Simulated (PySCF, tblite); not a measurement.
# C₅H₁₀O₂Si: geometry, infrared bands and NMR shifts

Aim: predict the infrared bands and NMR shifts of C₅H₁₀O₂Si (`CC(C)[SiH2]C(=O)C=O`).

The runs use tblite 0.8.0 and PySCF 2.14.0, with density-fitted response routines of our own; the level of theory stands in each step. All values are computed, except where a source is named. Atoms are numbered from 0 throughout.

**1. The starting structure**

18 atoms, charge 0, multiplicity 1; geometry from: force field or distance geometry start.

Bonds of the start (Å): C0–C1 1.51, C1–C2 1.50, C1–Si3 1.86, Si3–C4 1.82, C4–O5 1.27, C4–C6 1.46, C6–O7 1.28, C0–H8 1.13, C0–H9 1.13, C0–H10 1.11, C1–H11 1.14, C2–H12 1.13, C2–H13 1.11, C2–H14 1.13, Si3–H15 1.48, Si3–H16 1.46, C6–H17 1.10.

**2. Relaxing the molecule with GFN2-xTB**

What the job is given:

```
{"job": {"kind": "relax", "xc": "GFN2-xTB", "basis": "xTB"}, "charge": 0, "multiplicity": 1}
C     -1.782600    -1.117400    -0.204400
C     -0.792000     0.010200    -0.055900
C     -1.516700     1.290500    -0.325000
Si     0.659600    -0.147200    -1.205600
C      2.217200    -0.557600    -0.354400
O      2.748900    -1.691800    -0.576200
C      2.928100     0.334600     0.549600
O      2.429800     1.486600     0.798100
H     -1.689700    -1.878400     0.625200
H     -2.856600    -0.769000    -0.114500
H     -1.616100    -1.635000    -1.176800
H     -0.449800     0.069900     1.024800
H     -2.480700     1.030500    -0.847200
H     -0.939400     1.979300    -0.978300
H     -1.822700     1.788200     0.638000
H      0.355200    -1.288700    -2.094500
H      0.729800     1.064500    -2.015100
H      3.869000     0.037200     1.035800
```

Launch:

```console
$ OMP_NUM_THREADS=1 python probes_run.py task.json out
```

One launch serves the whole session: the jobs run in the order shown.

Standard output:

```text
step      E/eV     max force
  0    -695.35101    5.393
  1    -695.72492    5.680
  2    -696.00932    1.338
  3    -696.05089    0.804
  4    -696.09685    1.042
  5    -696.12263    0.945
  6    -696.15102    0.457
  7    -696.16955    0.391
  8    -696.18211    0.330
  9    -696.19587    0.350
 10    -696.20867    0.330
 11    -696.22207    0.350
 12    -696.23276    0.263
 13    -696.24034    0.212
 14    -696.24711    0.204
 15    -696.25582    0.296
 16    -696.26556    0.334
 17    -696.27327    0.256
 18    -696.27846    0.214
 19    -696.28360    0.198
 20    -696.29152    0.337
 21    -696.30409    0.422
 22    -696.32070    0.355
 23    -696.33934    0.317
 24    -696.35949    0.327
 25    -696.38037    0.404
 26    -696.39952    0.383
 27    -696.41373    0.246
 28    -696.40660    0.572
 29    -696.42915    0.261
 30    -696.43497    0.216
 31    -696.45305    0.177
 32    -696.45709    0.157
 33    -696.46446    0.148
 34    -696.46855    0.135
 35    -696.47327    0.185
 36    -696.47733    0.163
 37    -696.48058    0.119
 38    -696.48285    0.180
 39    -696.48534    0.134
 40    -696.48856    0.141
 41    -696.49089    0.115
 42    -696.49261    0.111
 43    -696.49417    0.118
 44    -696.49586    0.095
 45    -696.49732    0.078
 46    -696.49832    0.080
 47    -696.49902    0.072
 48    -696.49962    0.058
 49    -696.50013    0.068
 50    -696.50050    0.060
 51    -696.50077    0.047
 52    -696.50100    0.040
 53    -696.50124    0.039
 54    -696.50150    0.040
 55    -696.50175    0.035
 56    -696.50196    0.037
 57    -696.50218    0.047
 58    -696.50246    0.048
 59    -696.50284    0.045
 60    -696.50330    0.049
 61    -696.50372    0.043
 62    -696.50399    0.037
 63    -696.50413    0.025
 64    -696.50422    0.017
 65    -696.50428    0.016
 66    -696.50434    0.015
 67    -696.50439    0.017
 68    -696.50446    0.021
 69    -696.50456    0.026
 70    -696.50471    0.036
 71    -696.50494    0.045
 72    -696.50527    0.053
 73    -696.50567    0.065
 74    -696.50613    0.067
 75    -696.50659    0.059
 76    -696.50703    0.047
 77    -696.50750    0.049
 78    -696.50797    0.049
 79    -696.50838    0.047
 80    -696.50867    0.044
 81    -696.50893    0.044
 82    -696.50916    0.036
 83    -696.50942    0.041
 84    -696.50966    0.051
 85    -696.50994    0.037
 86    -696.51028    0.048
 87    -696.51078    0.060
 88    -696.51155    0.069
 89    -696.51272    0.086
 90    -696.51357    0.219
 91    -696.51481    0.113
 92    -696.51558    0.072
 93    -696.51659    0.120
 94    -696.51734    0.073
 95    -696.51834    0.109
 96    -696.51929    0.088
 97    -696.52012    0.198
 98    -696.52121    0.074
 99    -696.52253    0.084
100    -696.52429    0.205
101    -696.52541    0.112
102    -696.52638    0.087
103    -696.52719    0.090
104    -696.52763    0.060
105    -696.52824    0.087
106    -696.52889    0.069
107    -696.52970    0.083
108    -696.53041    0.050
109    -696.53079    0.097
110    -696.53119    0.059
111    -696.53156    0.058
112    -696.53216    0.052
113    -696.53248    0.046
114    -696.53281    0.042
115    -696.53296    0.043
116    -696.53310    0.032
117    -696.53324    0.032
118    -696.53341    0.030
119    -696.53361    0.029
120    -696.53389    0.041
121    -696.53432    0.058
122    -696.53493    0.056
123    -696.53562    0.062
124    -696.53618    0.060
125    -696.53663    0.055
126    -696.53708    0.079
127    -696.53762    0.072
128    -696.53817    0.046
129    -696.53865    0.034
130    -696.53886    0.041
131    -696.53904    0.037
132    -696.53918    0.035
133    -696.53931    0.024
134    -696.53943    0.041
135    -696.53965    0.063
136    -696.54003    0.096
137    -696.54064    0.109
138    -696.54127    0.137
139    -696.54159    0.140
140    -696.54203    0.072
141    -696.54218    0.040
142    -696.54231    0.048
143    -696.54246    0.039
144    -696.54264    0.029
145    -696.54277    0.021
146    -696.54290    0.033
147    -696.54309    0.044
148    -696.54339    0.084
149    -696.54385    0.103
150    -696.54431    0.103
151    -696.54486    0.051
152    -696.54508    0.030
153    -696.54520    0.043
154    -696.54531    0.047
155    -696.54541    0.042
156    -696.54549    0.041
157    -696.54558    0.030
158    -696.54571    0.053
159    -696.54591    0.043
160    -696.54615    0.109
161    -696.54654    0.082
162    -696.54703    0.148
163    -696.54797    0.100
164    -696.54719    0.552
165    -696.54977    0.076
166    -696.55088    0.047
167    -696.54516    1.020
168    -696.55195    0.074
169    -696.55265    0.045
170    -696.54594    1.114
171    -696.55360    0.034
172    -696.55429    0.038
173    -696.54765    1.087
174    -696.55526    0.047
175    -696.55594    0.056
176    -696.54909    1.074
177    -696.55696    0.051
178    -696.55765    0.069
179    -696.55069    1.071
180    -696.55879    0.067
181    -696.55952    0.080
182    -696.55430    0.955
183    -696.56075    0.075
184    -696.56142    0.083
185    -696.56131    0.480
186    -696.56262    0.099
187    -696.56295    0.098
188    -696.56330    0.173
189    -696.56357    0.074
190    -696.56366    0.027
191    -696.56374    0.026
192    -696.56379    0.021
193    -696.56383    0.023
194    -696.56388    0.024
195    -696.56390    0.019
196    -696.56392    0.017
197    -696.56395    0.023
198    -696.56398    0.028
199    -696.56400    0.024
200    -696.56401    0.020
201    -696.56402    0.014
202    -696.56403    0.011
203    -696.56404    0.011
204    -696.56406    0.012
205    -696.56407    0.016
206    -696.56409    0.019
207    -696.56412    0.020
208    -696.56414    0.018
209    -696.56416    0.013
210    -696.56419    0.009
```

It took 1.6 s on 1 thread of Arm Neoverse V1, shared host.

Relaxation path: (not every step is listed)

```
step  energy from step 0 (eV)  largest force (eV/Å)
   0                   0.0000                5.3928
   1                  -0.3739                5.6804
   2                  -0.6583                1.3381
   3                  -0.6999                0.8042
   4                  -0.7458                1.0423
   5                  -0.7716                0.9450
   6                  -0.8000                0.4573
   7                  -0.8185                0.3913
   8                  -0.8311                0.3301
  27                  -1.0627                0.2458
  46                  -1.1473                0.0799
  65                  -1.1533                0.0158
  84                  -1.1587                0.0513
 103                  -1.1762                0.0903
 122                  -1.1839                0.0565
 141                  -1.1912                0.0405
 160                  -1.1951                0.1093
 179                  -1.1997                1.0714
 198                  -1.2130                0.0278
 205                  -1.2131                0.0162
 206                  -1.2131                0.0191
 207                  -1.2131                0.0197
 208                  -1.2131                0.0175
 209                  -1.2132                0.0127
 210                  -1.2132                0.0094
```

Close pairs (by a distance rule), those that changed most:

```csv
bond,before (Å),after (Å),change (Å)
Si3–C4,1.822,1.950,+0.128
C6–O7,1.280,1.204,-0.076
C4–O5,1.272,1.204,-0.068
C1–Si3,1.858,1.910,+0.052
C0–H9,1.133,1.089,-0.044
C0–H8,1.130,1.088,-0.042
C2–H12,1.127,1.088,-0.039
C1–H11,1.135,1.097,-0.039
```

The final coordinates are the input of the step that follows.

**3. Vibrational analysis with GFN2-xTB**

What the job is given:

```
{"job": {"kind": "ir", "xc": "GFN2-xTB", "basis": "xTB"}, "charge": 0, "multiplicity": 1}
C     -1.342312    -1.002859     0.288666
C     -0.762287     0.348463    -0.136848
C     -1.854467     1.226180    -0.747465
Si     0.707223     0.134417    -1.338117
C      2.013904    -0.943636    -0.371962
O      2.199429    -2.100318    -0.651315
C      2.685892    -0.125167     0.655210
O      2.194096     0.323775     1.658065
H     -0.586862    -1.616154     0.775014
H     -2.163289    -0.857130     0.988912
H     -1.725966    -1.548734    -0.571045
H     -0.392960     0.850561     0.765342
H     -2.265619     0.763198    -1.641917
H     -1.462395     2.203194    -1.018964
H     -2.666871     1.368371    -0.036511
H      0.393163    -0.642156    -2.535553
H      1.330878     1.420957    -1.660497
H      3.689683     0.203355     0.302567
```

Standard output:

```text
mode    cm-1     km/mol
  1      19.8      0.76
  2      41.7      0.18
  3      69.9      3.95
  4     105.2     14.57
  5     172.0      6.68
  6     213.8      0.15
  7     226.9      0.11
  8     235.0      6.73
  9     248.5      8.01
 10     291.6      1.53
 11     336.0      3.07
 12     381.2      3.09
 13     484.5     46.72
 14     545.5     29.70
 15     569.6     16.36
 16     636.2     38.35
 17     658.9     22.85
 18     712.4    219.61
 19     752.8    218.73
 20     844.3     64.74
 21     943.0     10.48
 22     947.0      5.36
 23     957.2     10.76
 24     991.2      1.17
 25    1042.1     19.17
 26    1127.9      1.12
 27    1173.6      1.96
 28    1264.9      3.43
 29    1291.8      0.13
 30    1317.3     20.45
 31    1412.8      3.65
 32    1425.5      1.06
 33    1495.3      0.41
 34    1503.0      3.24
 35    1507.1      2.61
 36    1510.7      6.33
 37    1720.3    371.53
 38    1785.7    171.86
 39    2253.4    285.93
 40    2293.1    220.83
 41    2689.0     86.89
 42    2917.2     21.75
 43    3016.1      0.85
 44    3019.1     66.23
 45    3025.8      6.74
 46    3032.3     66.00
 47    3036.1     13.56
 48    3040.0     30.96
```

Run time: 0.68 s. Hardware: 1 thread of Arm Neoverse V1, shared host.

The strongest bands and the atoms that carry them (share of the mass-weighted mode):

| cm⁻¹ | km/mol | atoms |
| --- | --- | --- |
| 712 | 219.6 | H16 26 %, H15 22 %, C4 19 %, Si3 18 % |
| 753 | 218.7 | H16 50 %, H15 44 % |
| 1720 | 371.5 | C6 39 %, O7 30 %, C4 17 %, O5 14 % |
| 1786 | 171.9 | C4 43 %, O5 26 %, C6 20 %, O7 11 % |
| 2253 | 285.9 | H16 97 % |
| 2293 | 220.8 | H15 97 % |
| 2689 | 86.9 | H17 94 % |
| 3019 | 66.2 | H9 45 %, H14 31 %, H10 12 % |

**4. NMR shieldings: PBE0/pcSseg-1**

The job, as its differences from that of step 3:

```diff
@@ -1,2 +1,2 @@
-{"job": {"kind": "ir", "xc": "GFN2-xTB", "basis": "xTB"}, "charge": 0, "multiplicity": 1}
+{"job": {"kind": "nmr", "xc": "PBE0", "basis": "pcSseg-1"}, "charge": 0, "multiplicity": 1}
 C     -1.342312    -1.002859     0.288666
```

Method: GIAO PBE0/pcSseg-1 NMR shielding, non-relativistic, gas phase.

Standard output:

```text
coarse grid: 15432 points
cycle   1  E = -635.5745789696  dE =  1.004e+00  |g| = 1.070e+00  |ddm| = 3.737e+00
cycle   2  E = -634.6442787682  dE =  9.303e-01  |g| = 2.439e+00  |ddm| = 2.726e+00
cycle   3  E = -635.8022789889  dE = -1.158e+00  |g| = 1.553e-01  |ddm| = 2.067e+00
cycle   4  E = -635.8063454323  dE = -4.066e-03  |g| = 9.757e-02  |ddm| = 2.017e-01
cycle   5  E = -635.8085367572  dE = -2.191e-03  |g| = 1.939e-02  |ddm| = 8.440e-02
cycle   6  E = -635.8086140677  dE = -7.731e-05  |g| = 8.262e-03  |ddm| = 2.011e-02
cycle   7  E = -635.8086260000  dE = -1.193e-05  |g| = 3.202e-03  |ddm| = 7.705e-03
cycle   8  E = -635.8086277899  dE = -1.790e-06  |g| = 1.012e-03  |ddm| = 2.886e-03
final grid: 144104 points
cycle   9  E = -635.8769286283  dE = -5.626e-06  |g| = 1.571e-02  |ddm| = 2.473e-02
cycle  10  E = -635.8767863352  dE =  1.423e-04  |g| = 3.172e-02  |ddm| = 2.971e-02
cycle  11  E = -635.8769748877  dE = -1.886e-04  |g| = 2.910e-03  |ddm| = 2.064e-02
cycle  12  E = -635.8769768521  dE = -1.964e-06  |g| = 2.478e-04  |ddm| = 2.287e-03
cycle  13  E = -635.8769768640  dE = -1.189e-08  |g| = 1.235e-04  |ddm| = 3.293e-04
cycle  14  E = -635.8769768676  dE = -3.560e-09  |g| = 2.210e-05  |ddm| = 1.038e-04
cycle  15  E = -635.8769768677  dE = -1.098e-10  |g| = 1.045e-05  |ddm| = 2.853e-05
converged SCF energy = -635.8769768677

GIAO shielding tensors (ppm)
atom      isotropic    diamagn.    paramagn.     s11        s22        s33       span
  0 C      165.400     249.574     -84.174    152.962    157.886    185.351     32.389
  1 C      171.752     251.959     -80.207    166.454    173.068    175.734      9.280
  2 C      165.736     246.777     -81.041    149.934    159.603    187.670     37.736
  3 Si     391.088     883.122    -492.034    340.704    391.929    440.633     99.929
  4 C      -63.788     260.395    -324.183   -177.849    -89.628     76.112    253.961
  5 O     -525.899     397.376    -923.274  -1488.598   -468.544    379.445   1868.044
  6 C      -16.549     249.397    -265.946   -113.944    -22.191     86.488    200.432
  7 O     -348.973     403.043    -752.015  -1002.888   -425.334    381.304   1384.192
  8 H       30.435      32.927      -2.492     25.780     29.092     36.433     10.653
  9 H       30.452      31.283      -0.830     26.207     27.906     37.244     11.037
 10 H       30.835      31.918      -1.084     27.268     28.645     36.591      9.322
 11 H       29.854      34.510      -4.655     26.192     27.052     36.319     10.127
 12 H       30.801      30.180       0.621     27.022     28.955     36.424      9.402
 13 H       30.447      30.048       0.399     25.628     28.375     37.337     11.708
 14 H       30.327      29.689       0.638     26.122     27.682     37.177     11.055
 15 H       27.966      31.078      -3.112     25.136     25.939     32.823      7.688
 16 H       27.136      30.783      -3.647     24.628     25.190     31.591      6.963
 17 H       21.792      25.593      -3.801     19.444     21.079     24.853      5.409
```

Run time: 34 s. Hardware: 1 thread of Arm Neoverse V1, shared host; peak memory 0.89 GiB.

Shifts follow as δ = σ(reference) − σ, with reference shieldings (ppm) from runs at the same level and on the same kind of geometry: ¹H TMS 31.72, ¹³C TMS 186.9, ²⁹Si TMS 349.2, ¹⁷O H2O 336.1. The references are single molecules in the gas phase, so shifts against H2O, NH3, PH3, H3PO4 or CFCl3 are not on the usual liquid scales and can be off by tens of ppm. Atoms listed in one row are averaged.

| atoms | environment | σ (ppm) | δ (ppm) | δ scaled to CDCl3 |
| --- | --- | --- | --- | --- |
| C4 | carbonyl carbon | -63.8 | 250.7 | 242.8 |
| C6 | aldehyde carbonyl carbon | -16.5 | 203.5 | 196.7 |
| C0, C2 | methyl carbon | 165.6 | 21.4 | 18.9 |
| C1 | sp3 CH bonded to Si | 171.8 | 15.2 | 12.9 |
| H17 | hydrogen on an aldehyde carbonyl carbon | 21.79 | 9.93 | 9.46 |
| H15, H16 | hydrogen on a silicon bonded to 2 C | 27.55 | 4.17 | – |
| H11 | hydrogen on an sp3 CH bonded to Si | 29.85 | 1.86 | 1.86 |
| H8, H9, H10, H12, H13, H14 | hydrogen on a methyl carbon | 30.55 | 1.17 | 1.21 |
| Si3 | silicon bonded to 2 C, 2 H | 391.1 | -41.9 | – |
| O5 | carbonyl oxygen | -525.9 | 862.0 | – |
| O7 | aldehyde oxygen | -349.0 | 685.1 | – |

The scaled column applies a straight-line fit of computed shieldings to shifts measured in CDCl3 (root-mean-square error 0.16 ppm for H, 1.9 ppm for C).

Charges from the same density, by scheme (e):

| atoms | Mulliken | IAO | Hirshfeld | ESP fit |
| --- | --- | --- | --- | --- |
| C0, C2 | -0.23 | -0.41 | -0.12 | -0.54 |
| C1 | -0.63 | -0.35 | -0.10 | 0.35 |
| Si3 | 0.63 | 0.67 | 0.33 | 0.16 |
| C4 | -0.02 | 0.11 | 0.08 | 0.35 |
| O5 | -0.32 | -0.35 | -0.20 | -0.41 |
| C6 | 0.26 | 0.22 | 0.13 | 0.37 |
| O7 | -0.34 | -0.37 | -0.20 | -0.42 |

Mayer bond orders: C0–C1 1.03, C1–C2 1.03, C1–Si3 0.90, Si3–C4 0.77, C4–O5 1.96, C4–C6 0.89, C6–O7 2.00.

**5. Results**

| quantity | value |
| --- | --- |
| strongest single infrared mode (GFN2-xTB) | 1720 cm⁻¹, 372 km/mol |
| zero-point energy (GFN2-xTB) | 84.8 kcal/mol |
| ¹³C shifts against TMS (PBE0/pcSseg-1, means over atoms taken as alike) | 250.7, 203.5, 21.4, 15.2 ppm |
| ¹H shifts against TMS (PBE0/pcSseg-1, means over atoms taken as alike) | 9.93, 4.17, 1.86, 1.17 ppm |
| ²⁹Si shifts against TMS (PBE0/pcSseg-1) | -41.9 ppm |
| ¹⁷O shifts against H2O (PBE0/pcSseg-1) | 862.0, 685.1 ppm |

In words: Relaxing lowered the energy by 1.213 eV in 210 steps; the close pair that moved most is Si3–C4, from 1.822 to 1.950 Å. No mode is imaginary among the 48: a minimum at this level. The strongest single mode, at 1720 cm⁻¹, is carried by C6, O7, C4, O5. GFN2-xTB is a fitted tight-binding method: band positions and strengths are rough. Its intensities can rank the bands wrongly. H17 (hydrogen on an aldehyde carbonyl carbon) lies farthest downfield among hydrogen, at 9.93 ppm; the formyl region, downfield of aromatic protons. At PBE0/pcSseg-1: Shielding is most anisotropic at O5 (span 1868 ppm, paramagnetic term -923 ppm).
